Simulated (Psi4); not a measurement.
**CHBClN (SMILES N#CBCl): B3LYP/6-31G(d) (spherical functions)**

Aim: the vertical singlet–triplet gap of CHBClN at B3LYP/6-31G* (spherical functions), from 2 runs. 

The results are computed with Psi4 1.11.

1 further run of the same task is left out (set aside as unsound or not needed).

**1. The system as given**

The species is CHBClN (5 atoms), meant as a singlet with charge 0. SMILES: `N#CBCl`. Geometry: relaxed at PBE0-D4/def2-TZVP.

Bond lengths: N1–C2 1.152 Å, C2–B3 1.528 Å, B3–Cl4 1.723 Å, B3–H5 1.187 Å. Angles: N1–C2–B3 178.6°, C2–B3–Cl4 119.2°, C2–B3–H5 120.7°, Cl4–B3–H5 120.1°.

**2. Energy and forces at B3LYP/6-31G(d) (spherical functions)**

Contents of calc.in:

```
memory 1.6 GB

molecule molecule1 {
  0 1
  N      1.053200    -1.411100     1.218200
  C      0.513400    -0.630900     0.564200
  B     -0.176600     0.429700    -0.293300
  Cl    -1.594500     0.005200    -1.176200
  H      0.254400     1.533500    -0.354200
  symmetry c1
  no_reorient
  no_com
}

set {
  basis 6-31G*
  puream true
  e_convergence 1e-09
  d_convergence 1e-08
  scf_type pk
  dft_radial_points 99
  dft_spherical_points 590
}

e, wfn = gradient('b3lyp', return_wfn=True)
print_variables()
```

Launch:

```
psi4 -i calc.in -o calc.out -n 1
```

calc.out:

```text
[...]
  Running in c1 symmetry.
[...]
  Nuclear repulsion =  106.510896882930652
[...]
  Multiplicity = 1
[...]
  Nalpha       = 18
  Nbeta        = 18
[...]
    Number of basis functions: 62
[...]
   @RKS iter   1:  -578.39686914780418   -4.35810e-01   7.54854e-03 ADIIS/DIIS
[...]
   @RKS iter  12:  -578.51950052941095   -7.95808e-13   3.31294e-09 DIIS
[...]
    Orbital Energies [Eh]
    ---------------------
    Doubly Occupied:
       1A   -101.563200     2A    -14.367312     3A    -10.227770
       4A     -9.497541     5A     -7.257705     6A     -7.253711
       7A     -7.250446     8A     -6.850980     9A     -0.929633
      10A     -0.880121    11A     -0.616334    12A     -0.484226
      13A     -0.448105    14A     -0.396721    15A     -0.386085
      16A     -0.362395    17A     -0.356510    18A     -0.340386
[...]
  @RKS Final Energy:  -578.51950052941095
   => Energetics <=
    Nuclear Repulsion Energy =            106.5108968829306519
    One-Electron Energy =               -1005.2130074925719327
    Two-Electron Energy =                 356.4699557119322435
    DFT Exchange-Correlation Energy =     -36.2873456317018466
    Empirical Dispersion Energy =           0.0000000000000000
    VV10 Nonlocal Energy =                  0.0000000000000000
    Total Energy =                       -578.5195005294109478
[...]
 Multipole Moments:
 ------------------------------------------------------------------------------------
     Multipole            Electronic (a.u.)      Nuclear  (a.u.)        Total (a.u.)
 ------------------------------------------------------------------------------------
 L = 1.  Multiply by 2.5417464519 to convert [e a0] to [Debye]
 Dipole X            :         32.3200560          -32.6588138           -0.3387578
 Dipole Y            :         19.3884619          -18.6944936            0.6939682
 Dipole Z            :         18.2355059          -18.7149027           -0.4793968
 Magnitude           :                                                    0.9089390
[...]
  -Total Gradient:
     Atom            X                  Y                   Z
    ------   -----------------  -----------------  -----------------
       1       -0.013511185932     0.019487193122    -0.016357721426
       2        0.011639929215    -0.018453806578     0.014652815301
       3       -0.006342682850    -0.002359945464    -0.003785369082
       4        0.007998476587     0.001311825659     0.005343340567
       5        0.000218769413     0.000004529787     0.000152762880
[...]
```

Run time: 6.9 s. Hardware: 1 thread of Intel Xeon 6975P-C (Granite Rapids), shared host; peak memory 0.66 GiB.

**3. The triplet, same level**

Contents of input.json:

```json
{
 "schema_name": "qcschema_input",
 "schema_version": 1,
 "molecule": {
  "schema_name": "qcschema_molecule",
  "schema_version": 2,
  "symbols": ["N", "C", "B", "Cl", "H"],
  "geometry": [1.99025955, -2.66659253, 2.30206437, 0.97018539, -1.19222821, 1.06618348, -0.33372563, 0.81201532, -0.55425667, -3.01316831, 0.00982658, -2.22269587, 0.48074633, 2.89789501, -0.66934099],
  "molecular_charge": 0,
  "molecular_multiplicity": 3,
  "fix_symmetry": "c1",
  "fix_com": true,
  "fix_orientation": true
 },
 "driver": "gradient",
 "model": {
  "method": "b3lyp",
  "basis": "6-31G*"
 },
 "keywords": {
  "reference": "uks",
  "puream": true,
  "e_convergence": 1e-09,
  "d_convergence": 1e-08,
  "scf_type": "pk",
  "dft_radial_points": 99,
  "dft_spherical_points": 590,
  "maxiter": 200
 }
}
```

Launch:

```
psi4 --qcschema input.json -n 1 --memory 1600MB
```

stdout:

```text
[...]
  Running in c1 symmetry.
[...]
  Nuclear repulsion =  106.510896853692174
[...]
  Multiplicity = 3
[...]
  Nalpha       = 19
  Nbeta        = 17
[...]
    Number of basis functions: 62
[...]
   @UKS iter   1:  -578.03629511821157   -7.52362e-02   1.08575e-02 ADIIS/DIIS
[...]
   @UKS iter  20:  -578.35080255146306   -5.68434e-13   7.35298e-09 DIIS
[...]
   @S^2 Observed:                2.012007717E+00
[...]
    Orbital Energies [Eh]
    ---------------------
    Alpha Occupied:
       1A   -101.600358     2A    -14.364999     3A    -10.240853
       4A     -9.532449     5A     -7.294774     6A     -7.289608
       7A     -7.285208     8A     -6.798759     9A     -0.939614
      10A     -0.907446    11A     -0.616570    12A     -0.501925
      13A     -0.464873    14A     -0.413151    15A     -0.406707
      16A     -0.380465    17A     -0.375333    18A     -0.365101
      19A     -0.178944
    Alpha Virtual:
      20A     -0.006783    21A      0.072366    22A      0.084174
      23A      0.179876    24A      0.200005    25A      0.218551
[...]
  @UKS Final Energy:  -578.35080255146306
   => Energetics <=
    Nuclear Repulsion Energy =            106.5108968536921736
    One-Electron Energy =               -1004.7702645896267768
    Two-Electron Energy =                 356.1639997704760390
    DFT Exchange-Correlation Energy =     -36.2554345860045046
    Empirical Dispersion Energy =           0.0000000000000000
    VV10 Nonlocal Energy =                  0.0000000000000000
    Total Energy =                       -578.3508025514630617
[...]
 Multipole Moments:
 ------------------------------------------------------------------------------------
     Multipole            Electronic (a.u.)      Nuclear  (a.u.)        Total (a.u.)
 ------------------------------------------------------------------------------------
 L = 1.  Multiply by 2.5417464519 to convert [e a0] to [Debye]
 Dipole X            :         32.0992219          -32.6588139           -0.5595920
 Dipole Y            :         19.4256124          -18.6944935            0.7311189
 Dipole Z            :         18.0630215          -18.7149027           -0.6518812
 Magnitude           :                                                    1.1281078
[...]
  -Total Gradient:
     Atom            X                  Y                   Z
    ------   -----------------  -----------------  -----------------
       1       -0.036253442554     0.057775928792    -0.045743865356
       2        0.031714432783    -0.082066652509     0.050665165627
       3       -0.011211626578     0.046024167158    -0.023662876342
       4        0.022758017522    -0.005762092367     0.018417634070
       5       -0.007003987796    -0.015981493265     0.000329812233
[...]
```

The result, in JSON:

```text
{
 "driver": "gradient",
 "model": {
  "method": "b3lyp",
  "basis": "6-31G*"
 },
 "success": true,
 "return_result": [-0.03625344255387053, 0.05777592879194954, -0.04574386535553826, 0.03171443278278932, -0.08206665250911349, 0.05066516562706455, -0.011211626577638528, 0.046024167157571516, -0.023662876341705816, 0.022758017522319707, -0.0057620923671654126, 0.01841763406962968, -0.007003987795538812, -0.015981493264843383, 0.00032981223259384053],
 "properties": {
  "calcinfo_nbasis": 62,
  "calcinfo_nmo": 62,
  "calcinfo_nalpha": 19,
  "calcinfo_nbeta": 17,
  "calcinfo_natom": 5,
  "nuclear_repulsion_energy": 106.51089685369217,
  "return_energy": -578.3508025514631,
  "return_gradient": [-0.03625344255387053, 0.05777592879194954, -0.04574386535553826, 0.03171443278278932, -0.08206665250911349, 0.05066516562706455, -0.011211626577638528, 0.046024167157571516, -0.023662876341705816, 0.022758017522319707, -0.0057620923671654126, 0.01841763406962968, -0.007003987795538812, -0.015981493264843383, 0.00032981223259384053],
  "scf_one_electron_energy": -1004.7702645896268,
  "scf_two_electron_energy": 356.16399977047604,
  "scf_xc_energy": -36.255434586004505,
  "scf_dipole_moment": [-0.5595920127957328, 0.731118876722018, -0.6518811770924913],
  "scf_total_energy": -578.3508025514631,
  "scf_total_gradient": [-0.03625344255387053, 0.05777592879194954, -0.04574386535553826, 0.03171443278278932, -0.08206665250911349, 0.05066516562706455, -0.011211626577638528, 0.046024167157571516, -0.023662876341705816, 0.022758017522319707, -0.0057620923671654126, 0.01841763406962968, -0.007003987795538812, -0.015981493264843383, 0.00032981223259384053],
  "scf_iterations": 20
 }
}
```

It took 14 s on 1 thread of Intel Xeon 6975P-C (Granite Rapids), shared host; peak memory 0.66 GiB.

**4. Results**

Level: B3LYP/6-31G* (spherical functions).

| quantity | value |
| --- | --- |
| singlet: total energy | -578.51950 Eh |
| singlet: dipole moment | 2.31 D |
| singlet: HOMO energy | -9.26 eV |
| singlet: LUMO energy | -3.15 eV |
| singlet: HOMO–LUMO gap | 6.11 eV |
| singlet: largest force on an atom | 1.481 eV/Å |
| triplet: total energy | -578.35080 Eh |
| triplet: dipole moment | 2.87 D |
| triplet: HOMO energy (highest over α and β) | -4.87 eV |
| triplet: ⟨S²⟩ | 2.012 |
| triplet: largest force on an atom | 5.221 eV/Å |
| vertical energy of the triplet above the singlet | 4.591 eV |

**Reading.** At this shape the triplet lies 4.59 eV (106 kcal/mol) above the singlet. The largest force (singlet) is 1.48 eV/Å: the shape isn't a stationary point for this species at this level.
